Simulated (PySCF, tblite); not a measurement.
**trichlorogallium (GaCl3): dynamics, then NMR shifts and electronic excitations on frames**

How do NMR shifts and electronic excitations of trichlorogallium (GaCl3) (`[Cl][Ga]([Cl])[Cl]`) change as the atoms move?

Computed with tblite 0.8.0 and PySCF 2.14.0, with density-fitted response routines of our own, on a single molecule in the gas phase. Atoms are numbered from 0 throughout.

**1. Starting geometry**

4 atoms, charge 0, multiplicity 1; geometry from: GFN2-xTB.

Bonds of the start (Å): Cl0–Ga1 2.09, Ga1–Cl2 2.09, Ga1–Cl3 2.09.

**2. A short Langevin run with GFN2-xTB**

The job: settings as JSON, then the geometry in Å.

```
{"job": {"kind": "md", "xc": "GFN2-xTB", "basis": "xTB", "temperature": 300, "steps": 2000, "every": 50, "frames": 5}, "charge": 0, "multiplicity": 1}
Cl    -1.328186    -1.610089    -0.032680
Ga     0.001665     0.000607    -0.005519
Cl     2.062047    -0.344949     0.007257
Cl    -0.725292     1.959203     0.008088
```

Level: GFN2-xTB Langevin dynamics, gas phase.

On the command line:

```bash
$ OMP_NUM_THREADS=1 python probes_run.py task.json out
```

The driver reads the jobs from task.json and runs them one after another.

The log of the run:

```text
t/fs     T/K      E/eV
    0.0   123.6   -409.27926
   25.0    96.5   -409.24150
   50.0   156.0   -409.25237
   75.0   187.9   -409.25939
  100.0   369.5   -409.26985
  125.0   487.1   -409.22690
  150.0   366.8   -409.16177
  175.0   282.1   -409.19433
  200.0   494.9   -409.24094
  225.0   382.2   -409.24566
  250.0   199.1   -409.25419
  275.0   115.7   -409.21587
  300.0   301.7   -409.24406
  325.0   193.9   -409.19313
  350.0   252.7   -409.24348
  375.0   169.3   -409.21866
  400.0   137.0   -409.21904
  425.0   153.0   -409.16808
  450.0   190.9   -409.24934
  475.0   194.3   -409.23695
  500.0   282.6   -409.24374
  525.0   229.5   -409.22886
  550.0   240.8   -409.19458
  575.0   134.5   -409.17064
  600.0   271.7   -409.18132
  625.0   210.0   -409.17206
  650.0   377.1   -409.22021
  675.0   270.3   -409.23632
  700.0   406.6   -409.25309
  725.0   345.0   -409.22103
  750.0   176.6   -409.15182
  775.0   354.6   -409.17733
  800.0   355.0   -409.17652
  825.0   332.2   -409.23439
  850.0   278.3   -409.23457
  875.0   451.9   -409.18072
  900.0   442.8   -409.12840
  925.0   283.7   -409.10819
  950.0   249.3   -409.14530
  975.0   388.4   -409.20889
 1000.0   408.6   -409.24260
```

It took 19 s on 1 thread of Intel Xeon at 2.50GHz, shared host; peak memory 0.18 GiB.

Distance from the start (root mean square after alignment): 0 fs 0.00 Å, 200 fs 0.07 Å, 400 fs 0.09 Å, 600 fs 0.15 Å, 800 fs 0.13 Å, 1000 fs 0.08 Å.

Positions (Å) and forces (eV/Å) at 1000 fs:

```xyz
4

Cl   -1.688   -1.786    0.805    0.009   -0.006   -0.111
Ga   -0.244   -0.432    0.140    0.509   -0.152    0.208
Cl    1.769   -1.002   -0.230   -0.384   -0.010   -0.021
Cl   -0.571    1.619    0.178   -0.134    0.168   -0.076
```

**3. Shielding tensors: 250 fs, PBE0/pcSseg-1**

The job: settings as JSON, then the geometry in Å.

```
{"job": {"kind": "nmr", "xc": "PBE0", "basis": "pcSseg-1", "pop": false}, "charge": 0, "multiplicity": 1}
Cl    -1.395400    -1.615700     0.733300
Ga    -0.344100     0.094500     0.094100
Cl     1.663000    -0.056500    -0.409300
Cl    -1.191600     2.022800     0.295700
```

Level: GIAO PBE0/pcSseg-1 NMR shielding, non-relativistic, gas phase.

The log of the run:

```text
coarse grid: 26368 points
cycle   1  E = -3304.5204832278  dE = -1.378e-01  |g| = 1.113e+00  |ddm| = 2.337e+00
cycle   2  E = -3304.3621459584  dE =  1.583e-01  |g| = 1.494e+00  |ddm| = 1.725e+00
cycle   3  E = -3304.6539812971  dE = -2.918e-01  |g| = 8.656e-02  |ddm| = 1.156e+00
cycle   4  E = -3304.6555525145  dE = -1.571e-03  |g| = 3.421e-02  |ddm| = 1.202e-01
cycle   5  E = -3304.6558809212  dE = -3.284e-04  |g| = 2.791e-03  |ddm| = 3.831e-02
cycle   6  E = -3304.6558828803  dE = -1.959e-06  |g| = 1.018e-03  |ddm| = 3.685e-03
final grid: 48528 points
cycle   7  E = -3304.6559353837  dE = -1.014e-07  |g| = 8.679e-04  |ddm| = 1.926e-03
cycle   8  E = -3304.6559354078  dE = -2.413e-08  |g| = 7.677e-04  |ddm| = 1.638e-03
cycle   9  E = -3304.6559355289  dE = -1.211e-07  |g| = 9.480e-05  |ddm| = 8.222e-04
cycle  10  E = -3304.6559355310  dE = -2.106e-09  |g| = 1.154e-05  |ddm| = 9.787e-05
cycle  11  E = -3304.6559355311  dE = -2.365e-11  |g| = 1.241e-06  |ddm| = 6.817e-06
converged SCF energy = -3304.6559355311

GIAO shielding tensors (ppm)
atom      isotropic    diamagn.    paramagn.     s11        s22        s33       span
  0 Cl     852.568    1148.019    -295.452    700.207    837.527   1019.969    319.761
  1 Ga    1352.033    2639.351   -1287.318   1107.053   1458.764   1490.282    383.229
  2 Cl     855.651    1148.380    -292.729    712.176    845.036   1009.742    297.566
  3 Cl     847.373    1147.959    -300.586    694.600    828.349   1019.171    324.571
```

It took 16 s on 1 thread of Intel Xeon at 2.50GHz, shared host; peak memory 0.58 GiB.

The references, computed at this level on geometries of the same kind, shield at (ppm): 35Cl HCl 950. Their shielding less the atom's gives the shift. The references are single molecules in the gas phase. Each atom is listed at this fixed geometry, with no averaging over motion; a spectrum would average atoms that exchange fast.

| atoms | environment | σ (ppm) | δ (ppm) |
| --- | --- | --- | --- |
| Cl3 | chlorine bonded to Ga | 847 | 102 |
| Cl0 | chlorine bonded to Ga | 853 | 97 |
| Cl2 | chlorine bonded to Ga | 856 | 94 |
| Ga1 | Ga bonded to 3 Cl | 1352 | – |

**4. TDDFT and polarisability: 250 fs, PBE0/def2-SVPD**

The job: settings as JSON, then the geometry in Å.

```
{"job": {"kind": "uv", "xc": "PBE0", "basis": "def2-SVPD", "nstates": 5, "ntriplets": 0}, "charge": 0, "multiplicity": 1}
Cl    -1.395400    -1.615700     0.733300
Ga    -0.344100     0.094500     0.094100
Cl     1.663000    -0.056500    -0.409300
Cl    -1.191600     2.022800     0.295700
```

With the program's defaults for keys left out, this is: TDDFT PBE0/def2-SVPD, vertical, gas phase, core orbitals frozen in the response.

The log of the run:

```text
coarse grid: 26368 points
cycle   1  E = -3304.1756303916  dE = -1.404e-01  |g| = 6.504e-01  |ddm| = 2.973e+00
cycle   2  E = -3304.0904898597  dE =  8.514e-02  |g| = 9.577e-01  |ddm| = 2.106e+00
cycle   3  E = -3304.2543544385  dE = -1.639e-01  |g| = 2.923e-02  |ddm| = 1.241e+00
cycle   4  E = -3304.2545313909  dE = -1.770e-04  |g| = 1.457e-02  |ddm| = 4.848e-02
cycle   5  E = -3304.2545967618  dE = -6.537e-05  |g| = 2.032e-03  |ddm| = 2.437e-02
cycle   6  E = -3304.2545979710  dE = -1.209e-06  |g| = 4.548e-04  |ddm| = 3.069e-03
final grid: 48528 points
cycle   7  E = -3304.2545840694  dE = -2.133e-08  |g| = 4.649e-04  |ddm| = 1.221e-03
cycle   8  E = -3304.2545840644  dE =  5.038e-09  |g| = 5.260e-04  |ddm| = 9.339e-04
cycle   9  E = -3304.2545840987  dE = -3.432e-08  |g| = 4.056e-05  |ddm| = 4.725e-04
cycle  10  E = -3304.2545840991  dE = -3.756e-10  |g| = 6.498e-06  |ddm| = 5.937e-05
converged SCF energy = -3304.2545840991

Static polarisability (au): isotropic 66.092, principal 49.695 73.566 75.016

Singlet excitations
state   eV       nm        f      main configurations
  1   5.8139    213.3   0.00032   H->L 0.99
  2   6.1054    203.1   0.00057   H-1->L 0.95
  3   6.1366    202.0   0.00696   H-2->L 0.93
  4   6.2869    197.2   0.03776   H-3->L 0.89
  5   6.3320    195.8   0.04957   H-4->L 0.91
```

It took 16 s on 1 thread of Intel Xeon at 2.50GHz, shared host; peak memory 0.48 GiB.

The orbitals next to the gap, with their largest atomic shares:

| orbital | eV | atoms |
| --- | --- | --- |
| HOMO−3 | -9.96 | Cl2 40 %, Cl0 37 %, Cl3 14 % |
| HOMO−2 | -9.90 | Cl0 45 %, Cl3 27 %, Cl2 18 % |
| HOMO−1 | -9.87 | Cl3 60 %, Cl0 24 %, Ga1 8 % |
| HOMO | -9.57 | Cl3 42 %, Cl0 31 %, Cl2 27 % |
| LUMO | -2.34 | Ga1 45 %, Cl0 19 %, Cl3 19 % |
| LUMO+1 | -1.36 | Ga1 46 %, Cl0 18 %, Cl2 18 % |
| LUMO+2 | 0.41 | Ga1 59 %, Cl2 14 %, Cl0 14 % |

With each of the 5 states as a Gaussian band of 0.4 eV half-width at 1/e, the curve within the window shown has maxima at 197 nm (ε 3,800) L/(mol cm). Beyond the last state computed it falls off for lack of states. The curve at chosen wavelengths:

(nm, ε (L/mol/cm)): (187, 1935), (189, 2494), (191, 3016), (193, 3436), (195, 3700), (197, 3781), (199, 3677), (201, 3415), (203, 3038), (205, 2595), (207, 2134), (209, 1695), (211, 1303), (213, 971), (215, 704), (217, 497), (219, 343), (221, 232), (223, 154), (225, 100), (227, 64), (229, 41), (231, 25), (233, 16), (235, 10), (237, 6)

Further results of this job:

| property | computed |
| --- | --- |
| dipole moment (D) | 0.44 |
| polarisability (Å³) | 9.79 |
| HOMO–LUMO gap (eV) | 7.22 |
| −ε(HOMO) (eV) | 9.57 |

**5. Nuclear shieldings: 425 fs, PBE0/pcSseg-1**

The job: settings as JSON, then the geometry in Å.

```
{"job": {"kind": "nmr", "xc": "PBE0", "basis": "pcSseg-1", "pop": false}, "charge": 0, "multiplicity": 1}
Cl    -1.536900    -1.621000     0.392200
Ga    -0.333700     0.208800     0.265300
Cl     1.474700    -0.121400    -0.638200
Cl    -1.016400     2.092800     0.665300
```

With the program's defaults for keys left out, this is: GIAO PBE0/pcSseg-1 NMR shielding, non-relativistic, gas phase.

The log of the run:

```text
coarse grid: 26368 points
cycle   1  E = -3304.5144329969  dE = -1.106e-01  |g| = 1.115e+00  |ddm| = 2.342e+00
cycle   2  E = -3304.3532961716  dE =  1.611e-01  |g| = 1.501e+00  |ddm| = 1.738e+00
cycle   3  E = -3304.6485626381  dE = -2.953e-01  |g| = 8.885e-02  |ddm| = 1.169e+00
cycle   4  E = -3304.6502297823  dE = -1.667e-03  |g| = 3.625e-02  |ddm| = 1.264e-01
cycle   5  E = -3304.6505935262  dE = -3.637e-04  |g| = 3.439e-03  |ddm| = 4.100e-02
cycle   6  E = -3304.6505961098  dE = -2.584e-06  |g| = 1.469e-03  |ddm| = 4.942e-03
final grid: 48528 points
cycle   7  E = -3304.6506265296  dE =  3.437e-08  |g| = 1.554e-03  |ddm| = 3.230e-03
cycle   8  E = -3304.6506263568  dE =  1.729e-07  |g| = 1.790e-03  |ddm| = 3.527e-03
cycle   9  E = -3304.6506271197  dE = -7.630e-07  |g| = 1.734e-04  |ddm| = 1.883e-03
cycle  10  E = -3304.6506271230  dE = -3.308e-09  |g| = 2.586e-05  |ddm| = 1.092e-04
cycle  11  E = -3304.6506271231  dE = -8.413e-11  |g| = 1.703e-06  |ddm| = 2.204e-05
converged SCF energy = -3304.6506271231

GIAO shielding tensors (ppm)
atom      isotropic    diamagn.    paramagn.     s11        s22        s33       span
  0 Cl     819.179    1147.928    -328.749    655.572    773.681   1028.283    372.711
  1 Ga    1342.618    2639.707   -1297.089   1095.306   1373.943   1558.605    463.298
  2 Cl     851.586    1148.605    -297.019    719.804    839.725    995.229    275.425
  3 Cl     881.637    1148.024    -266.387    737.141    887.646   1020.124    282.983
```

Run time: 17 s. Hardware: 1 thread of Intel Xeon at 2.50GHz, shared host; peak memory 0.58 GiB.

This run: σ Cl0 819, Cl2 852, Cl3 882, Ga1 1343 ppm.

**6. Excited states and response: 425 fs, PBE0/def2-SVPD**

The job: settings as JSON, then the geometry in Å.

```
{"job": {"kind": "uv", "xc": "PBE0", "basis": "def2-SVPD", "nstates": 5, "ntriplets": 0}, "charge": 0, "multiplicity": 1}
Cl    -1.536900    -1.621000     0.392200
Ga    -0.333700     0.208800     0.265300
Cl     1.474700    -0.121400    -0.638200
Cl    -1.016400     2.092800     0.665300
```

Level: TDDFT PBE0/def2-SVPD, vertical, gas phase, core orbitals frozen in the response.

The log of the run:

```text
coarse grid: 26368 points
cycle   1  E = -3304.1694997970  dE = -1.131e-01  |g| = 6.530e-01  |ddm| = 3.008e+00
cycle   2  E = -3304.0825274786  dE =  8.697e-02  |g| = 9.634e-01  |ddm| = 2.143e+00
cycle   3  E = -3304.2489021574  dE = -1.664e-01  |g| = 3.124e-02  |ddm| = 1.264e+00
cycle   4  E = -3304.2491034081  dE = -2.013e-04  |g| = 1.592e-02  |ddm| = 5.471e-02
cycle   5  E = -3304.2491808455  dE = -7.744e-05  |g| = 2.504e-03  |ddm| = 2.663e-02
cycle   6  E = -3304.2491826212  dE = -1.776e-06  |g| = 5.552e-04  |ddm| = 3.885e-03
final grid: 48528 points
cycle   7  E = -3304.2491807003  dE = -2.233e-09  |g| = 6.936e-04  |ddm| = 2.005e-03
cycle   8  E = -3304.2491806460  dE =  5.432e-08  |g| = 8.959e-04  |ddm| = 2.000e-03
cycle   9  E = -3304.2491808036  dE = -1.576e-07  |g| = 5.953e-05  |ddm| = 1.077e-03
cycle  10  E = -3304.2491808043  dE = -7.421e-10  |g| = 9.094e-06  |ddm| = 7.979e-05
converged SCF energy = -3304.2491808043

Static polarisability (au): isotropic 65.964, principal 49.603 71.860 76.430

Singlet excitations
state   eV       nm        f      main configurations
  1   5.6556    219.2   0.00714   H->L 0.99
  2   5.8987    210.2   0.00443   H-1->L 0.96
  3   6.2409    198.7   0.01500   H-2->L 0.86, H-3->L 0.10
  4   6.4243    193.0   0.04352   H-3->L 0.70, H-2->L 0.10, H-4->L 0.09
  5   6.4331    192.7   0.02321   H-4->L 0.84, H-3->L 0.09
```

Wall time 14 s (1 thread of Intel Xeon at 2.50GHz, shared host); peak memory 0.5 GiB.

This run: HOMO -9.37 eV, LUMO -2.31 eV; lowest singlet 5.66 eV.

**7. Shielding tensors: 625 fs, PBE0/pcSseg-1**

The job: settings as JSON, then the geometry in Å.

```
{"job": {"kind": "nmr", "xc": "PBE0", "basis": "pcSseg-1", "pop": false}, "charge": 0, "multiplicity": 1}
Cl    -1.374400    -1.834700     0.681300
Ga    -0.209800    -0.266800     0.196600
Cl     1.671400    -0.051300    -0.670500
Cl    -1.152500     1.599500     0.517500
```

Method: GIAO PBE0/pcSseg-1 NMR shielding, non-relativistic, gas phase.

The log of the run:

```text
coarse grid: 26368 points
cycle   1  E = -3304.5163714099  dE = -5.812e-02  |g| = 1.114e+00  |ddm| = 2.356e+00
cycle   2  E = -3304.3671534959  dE =  1.492e-01  |g| = 1.485e+00  |ddm| = 1.696e+00
cycle   3  E = -3304.6478250132  dE = -2.807e-01  |g| = 8.389e-02  |ddm| = 1.130e+00
cycle   4  E = -3304.6492662503  dE = -1.441e-03  |g| = 3.273e-02  |ddm| = 1.163e-01
cycle   5  E = -3304.6495690292  dE = -3.028e-04  |g| = 2.747e-03  |ddm| = 3.729e-02
cycle   6  E = -3304.6495709383  dE = -1.909e-06  |g| = 1.050e-03  |ddm| = 3.707e-03
final grid: 48528 points
cycle   7  E = -3304.6495661450  dE = -1.034e-07  |g| = 9.156e-04  |ddm| = 2.063e-03
cycle   8  E = -3304.6495661660  dE = -2.097e-08  |g| = 8.301e-04  |ddm| = 1.741e-03
cycle   9  E = -3304.6495663078  dE = -1.419e-07  |g| = 1.174e-04  |ddm| = 8.805e-04
cycle  10  E = -3304.6495663105  dE = -2.675e-09  |g| = 1.641e-05  |ddm| = 1.052e-04
cycle  11  E = -3304.6495663105  dE = -3.820e-11  |g| = 1.201e-06  |ddm| = 1.094e-05
converged SCF energy = -3304.6495663105

GIAO shielding tensors (ppm)
atom      isotropic    diamagn.    paramagn.     s11        s22        s33       span
  0 Cl     890.429    1148.112    -257.683    757.364    900.487   1013.437    256.073
  1 Ga    1322.934    2639.854   -1316.920   1078.201   1330.556   1560.044    481.843
  2 Cl     872.461    1148.248    -275.787    728.749    865.356   1023.277    294.528
  3 Cl     826.570    1148.504    -321.934    693.714    795.282    990.713    296.999
```

Run time: 14 s. Hardware: 1 thread of Intel Xeon at 2.50GHz, shared host; peak memory 0.58 GiB.

This run: σ Cl3 827, Cl2 872, Cl0 890, Ga1 1323 ppm.

(Part 1 of 2 ends here.)
